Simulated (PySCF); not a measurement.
# Silicon: the same states on changed settings

These states were run before on sound settings. What differs here: all electrons correlated in a basis built for the valence shell. What does it move?

The numbers are computed with PySCF 2.14.0 (unrestricted determinants in a Gaussian basis, no spin-orbit coupling in the energies), except any that are marked as measured or tabulated.

## (1) The system

- Element: silicon (Z = 14)
- Basis: def2-SVP (4s3p1d, 18 functions)
- Hamiltonian: no relativity, point nucleus
- State 1: Si⁺: [Ne] 3s2 3p1, 2P determinant
- State 2: Si²⁺: [Ne] 3s2, closed-shell 1S
- Methods: MP2, CCSD(T)
- Core shells frozen in the correlated runs: all electrons: nothing (for Si⁺)

The outer shells:

Si+ [Ne] 3s2 3p1
```
[Ne] core
3s [↑↓]
3p [↑ ][  ][  ]
```

Si2+ [Ne] 3s2
```
[Ne] core
3s [↑↓]
```

The sound run (def2-SVP, the non-relativistic Hamiltonian (point nucleus), symmetry-adapted start, fine grid, valence correlation) gave:

```
species             method  energy (hartree)
    Si⁺                UHF        -288.47217
    Si⁺                LDA        -287.80580
    Si⁺               MN15        -288.83165
    Si⁺      MP2 (valence)        -288.50739
    Si⁺  CCSD(T) (valence)        -288.52584
   Si²⁺                UHF        -287.89144
   Si²⁺                LDA        -287.20448
   Si²⁺               MN15        -288.23708
   Si²⁺      MP2 (valence)        -287.92077
   Si²⁺  CCSD(T) (valence)        -287.93504
```

One driver process ran all states and methods and kept the integrals in memory. Each run is shown as a PySCF script that sums up its settings (the driver passes frozen orbitals as a list and adds second-order terms of double hybrids); the logs are those of the runs themselves. The driver starts from symmetry-adapted Hartree-Fock orbitals, holds the occupation by maximum overlap and uses a logarithmic radial grid for functionals, so a plain start would take other cycles.

It was started by

```console
$ OMP_NUM_THREADS=1 python atomrun2.py TASK.json OUT
```

## (2) Changed run, Si⁺

**MP2 (all electrons)**

input.py

```python
from pyscf import gto, scf, dft, mp, cc
import basis_set_exchange as bse
mol = gto.M(atom="Si 0 0 0", charge=1, spin=1, symmetry="D2h",
            basis=gto.basis.parse(bse.get_basis("def2-SVP", elements=["Si"], fmt="nwchem", header=False)))
mf = scf.UHF(mol)
mf.irrep_nelec = {'Ag': (3, 3), 'B1u': (1, 1), 'B2u': (2, 1), 'B3u': (1, 1)}
mf.kernel()
mp.UMP2(mf, frozen=0).kernel()
```

No log was kept for this step.

Time after the integrals: 0.01 s (1 thread of Neoverse-V1, shared host).

With 13 electrons correlated, the MP2 correlation energy is -0.04258 hartree (-0.00443 same spin, -0.03816 opposite spin); the SCS form gives -0.04726. Largest pairs of shells: 3s-3s -0.0208, 3s-3p -0.0144, 2p-2p -0.0043, 2p-3s -0.0016, 2s-2p -0.0007.

**CCSD(T) (all electrons)**

input.py differs from the last one in:

```diff
@@ -7,2 +7,3 @@
 mf.kernel()
-mp.UMP2(mf, frozen=0).kernel()
+mycc = cc.CCSD(mf, frozen=0).run()
+mycc.ccsd_t()
```

Standard output:

```text
CC2 = 0
CCSD nocc = (np.int64(7), np.int64(6)), nmo = (18, 18)
frozen orbitals [[], []]
max_cycle = 100
direct = 0
conv_tol = 1e-08
conv_tol_normt = 1e-06
diis_space = 8
diis_start_cycle = 0
Init t2, MP2 energy = -0.0425820500884207
Init E_corr(UCCSD) = -0.0425820500887632
cycle = 1  E_corr(UCCSD) = -0.0535591210125501  dE = -0.0109770709  norm(t1,t2) = 0.0543402
cycle = 2  E_corr(UCCSD) = -0.0574008288350925  dE = -0.00384170782  norm(t1,t2) = 0.0229541
cycle = 3  E_corr(UCCSD) = -0.0600420085668156  dE = -0.00264117973  norm(t1,t2) = 0.0105873
cycle = 4  E_corr(UCCSD) = -0.0600268026347378  dE = 1.52059321e-05  norm(t1,t2) = 0.00128232
cycle = 5  E_corr(UCCSD) = -0.0600430405246654  dE = -1.62378899e-05  norm(t1,t2) = 0.000166128
cycle = 6  E_corr(UCCSD) = -0.060040189371563  dE = 2.8511531e-06  norm(t1,t2) = 2.96849e-05
cycle = 7  E_corr(UCCSD) = -0.0600398997949561  dE = 2.89576607e-07  norm(t1,t2) = 8.04217e-06
cycle = 8  E_corr(UCCSD) = -0.0600401549668541  dE = -2.55171898e-07  norm(t1,t2) = 1.54166e-06
cycle = 9  E_corr(UCCSD) = -0.0600400834612335  dE = 7.15056206e-08  norm(t1,t2) = 3.24236e-07
cycle = 10  E_corr(UCCSD) = -0.0600400881369511  dE = -4.67571755e-09  norm(t1,t2) = 8.54236e-08
UCCSD converged
E(UCCSD) = -288.5322107561869  E_corr = -0.06004008813695105
UCCSD(T) correction = -0.000879210360278105
```

It took 0.19 s on 1 thread of Neoverse-V1, shared host, the integrals not counted.

CCSD correlation -0.06004 hartree, triples -0.00088; total -288.533090. T1 = 0.006, largest double amplitude 0.111.

## (3) Changed run, Si²⁺, method by method

**MP2 (all electrons)**

input.py

```python
from pyscf import gto, scf, dft, mp, cc
import basis_set_exchange as bse
mol = gto.M(atom="Si 0 0 0", charge=2, spin=0, symmetry="D2h",
            basis=gto.basis.parse(bse.get_basis("def2-SVP", elements=["Si"], fmt="nwchem", header=False)))
mf = scf.UHF(mol)
mf.irrep_nelec = {'Ag': (3, 3), 'B1u': (1, 1), 'B2u': (1, 1), 'B3u': (1, 1)}
mf.kernel()
mp.UMP2(mf, frozen=0).kernel()
```

This step left no log, only its results.

It took 0.01 s on 1 thread of Neoverse-V1, shared host, the integrals not counted.

With 12 electrons correlated, the MP2 correlation energy is -0.03683 hartree (-0.00226 same spin, -0.03457 opposite spin); the SCS form gives -0.04223. Largest pairs of shells: 3s-3s -0.0293, 2p-2p -0.0049, 2p-3s -0.0018, 2s-2p -0.0006, 2s-3s -0.0001.

**CCSD(T) (all electrons)**

input.py differs from the last one in:

```diff
@@ -7,2 +7,3 @@
 mf.kernel()
-mp.UMP2(mf, frozen=0).kernel()
+mycc = cc.CCSD(mf, frozen=0).run()
+mycc.ccsd_t()
```

Standard output:

```text
CC2 = 0
CCSD nocc = 6, nmo = 18
frozen orbitals []
max_cycle = 100
direct = 0
conv_tol = 1e-08
conv_tol_normt = 1e-06
diis_space = 8
diis_start_cycle = 0
Init t2, MP2 energy = -287.928260516959  E_corr(MP2) -0.0368250010972853
Init E_corr(CCSD) = -0.0368250010972853
cycle = 1  E_corr(CCSD) = -0.0454612323801901  dE = -0.00863623128  norm(t1,t2) = 0.0476477
cycle = 2  E_corr(CCSD) = -0.0485400955163348  dE = -0.00307886314  norm(t1,t2) = 0.020557
cycle = 3  E_corr(CCSD) = -0.0508382156582925  dE = -0.00229812014  norm(t1,t2) = 0.00953312
cycle = 4  E_corr(CCSD) = -0.0508311509711887  dE = 7.0646871e-06  norm(t1,t2) = 0.000393154
cycle = 5  E_corr(CCSD) = -0.0508339704079193  dE = -2.81943673e-06  norm(t1,t2) = 3.12963e-05
cycle = 6  E_corr(CCSD) = -0.0508332818616328  dE = 6.88546287e-07  norm(t1,t2) = 5.4502e-06
cycle = 7  E_corr(CCSD) = -0.0508330713114215  dE = 2.10550211e-07  norm(t1,t2) = 9.95384e-07
cycle = 8  E_corr(CCSD) = -0.0508331085292225  dE = -3.7217801e-08  norm(t1,t2) = 1.79027e-07
cycle = 9  E_corr(CCSD) = -0.0508331105825932  dE = -2.05337069e-09  norm(t1,t2) = 1.78032e-08
CCSD converged
E(CCSD) = -287.942268626444  E_corr = -0.05083311058259324
CCSD(T) correction = -0.000239151895341662
```

Time after the integrals: 0.07 s (1 thread of Neoverse-V1, shared host).

CCSD correlation -0.05083 hartree, triples -0.00024; total -287.942508. T1 = 0.002, largest double amplitude 0.116.

## (4) What moved

```
species                   method  converged  energy less sound run (eV)
    Si⁺      MP2 (all electrons)        yes                     -0.2002
    Si⁺  CCSD(T) (all electrons)        yes                     -0.1972
   Si²⁺      MP2 (all electrons)        yes                     -0.2038
   Si²⁺  CCSD(T) (all electrons)        yes                     -0.2031
```

Ionisation energy of Si⁺:

```
 method  sound run (eV)  changed run (eV)  shift (eV)
    UHF          15.803            15.803      +0.000
    MP2          15.963            15.959      -0.004
SCS-MP2          15.944            15.939      -0.005
   CCSD          16.058            16.053      -0.005
CCSD(T)          16.076            16.071      -0.006
```

## (5) What came out

```
                                 quantity                                                            value
                                   change  all electrons correlated in a basis built for the valence shell
                           runs converged                                                           4 of 4
largest shift of a converged total energy                                                         0.204 eV
   largest shift of the ionisation energy                                              -0.006 eV (CCSD(T))
```

In words: The difference hardly moves. A valence basis has no tight correlating functions, so it recovers only part of the core correlation, and not evenly between atom and ion.
